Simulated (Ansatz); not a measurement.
# HfN, space group F-43m: relaxations under a series of pressures

Run with the Ansatz DFT code, driven from Python.

The script, `run_compress.py`:
```python
'''Volume and enthalpy of HfN against pressure.'''

from dataclasses import dataclass
import warnings

import ansatz as az
import numpy as np
from pymatgen.core import Lattice, Structure
from pymatgen.io.ase import AseAtomsAdaptor


@dataclass
class Settings:
    functional: str = 'lda'
    cutoff_ev: int = 420
    occupations: str = 'cold'


cfg = Settings()

def edges_and_angles(cell):
    cell = np.asarray(cell)
    a, b, c = np.linalg.norm(cell, axis=1)
    cosines = cell[1] @ cell[2] / (b * c), cell[0] @ cell[2] / (a * c), cell[0] @ cell[1] / (a * b)
    return (a, b, c, *np.degrees(np.arccos(cosines)))

warnings.simplefilter('ignore', az.DeckWarning)

pmg_structure = Structure(
    Lattice([[0.0, 2.454822, 2.454822], [2.454822, 0.0, 2.454822], [2.454822, 2.454822, 0.0]]),
    ['Hf', 'N'],
    [
        [0.0, 0.0, 0.0],
        [0.75, 0.75, 0.75],
    ],
)
hfn = az.Crystal.from_ase(AseAtomsAdaptor.get_atoms(pmg_structure))

model = (
    hfn.calculation()
    .kpoints(11)
    .functional(cfg.functional)
    .basis(cfg.cutoff_ev)
    .occupations(cfg.occupations, width=50 * az.meV)
)

# H = F + PV, with 1 GPa A^3 = 1/160.21766 eV
rows = []
for pressure in [-2, 0, 2, 5, 10]:
    res = model.relax(cell=True, pressure=pressure, force_tolerance=0.02).run()
    cell = res.lattice.cell_ang
    n_atoms = len(res.lattice.sites)
    volume = abs(np.linalg.det(cell)) / n_atoms
    enthalpy = res.report['free_energy_ev'] / n_atoms + pressure * volume / 160.21766
    rows.append((pressure, volume, enthalpy, *edges_and_angles(cell)))
    print(f'{pressure} GPa done: {volume:.4f} A^3/atom')

print(' P (GPa)  V (A^3/atom)  H (eV/atom)     a       b       c')
for row in rows:
    print('{:8.1f} {:12.4f} {:14.5f} {:7.4f} {:7.4f} {:7.4f}'.format(*row[:6]))
p, v = np.array([row[0] for row in rows], float), np.array([row[1] for row in rows])
print('mean bulk modulus between rows (GPa):', np.round(-np.diff(p) / np.diff(np.log(v)), 1))
```

```console
$ python run_compress.py
-2 GPa done: 14.2038 A^3/atom
0 GPa done: 14.0703 A^3/atom
2 GPa done: 13.9433 A^3/atom
5 GPa done: 13.7631 A^3/atom
10 GPa done: 13.4866 A^3/atom
 P (GPa)  V (A^3/atom)  H (eV/atom)     a       b       c
    -2.0      14.2038    -7927.12185  3.4249  3.4249  3.4249
     0.0      14.0703    -7926.94543  3.4142  3.4142  3.4142
     2.0      13.9433    -7926.77060  3.4038  3.4038  3.4038
     5.0      13.7631    -7926.51119  3.3891  3.3891  3.3891
    10.0      13.4866    -7926.08609  3.3663  3.3663  3.3663
mean bulk modulus between rows (GPa): [211.8 220.6 230.7 246.3]
```

The volume falls from 14.20 Å³ an atom at -2 GPa to 13.49 at 10 GPa, by 5.0 %. Between -2 and 0 GPa, -V dP/dV is about 212 GPa, a mean over that step.

Reading the output:
- Total energies depend on the potentials; only differences at equal settings carry meaning.
- Spin is left out of this run.
- At a fixed pressure a relaxation lowers the enthalpy F + PV, while F alone can rise.
- The mesh is modest for a metal, so energies can be off by several to tens of meV an atom and pressures by half a GPa or more; differences at equal mesh fare better.
- Spin-orbit coupling, which matters for elements this heavy, is left out.
- The structure comes from a database of computed cells and needn't be a stable or known phase.
- Symmetry holds the cell in this phase, whether or not it is the stable one at each pressure.
- It ran for 89 s on 1 thread of Arm Neoverse V1, on a shared host, peak memory 0.46 GiB.
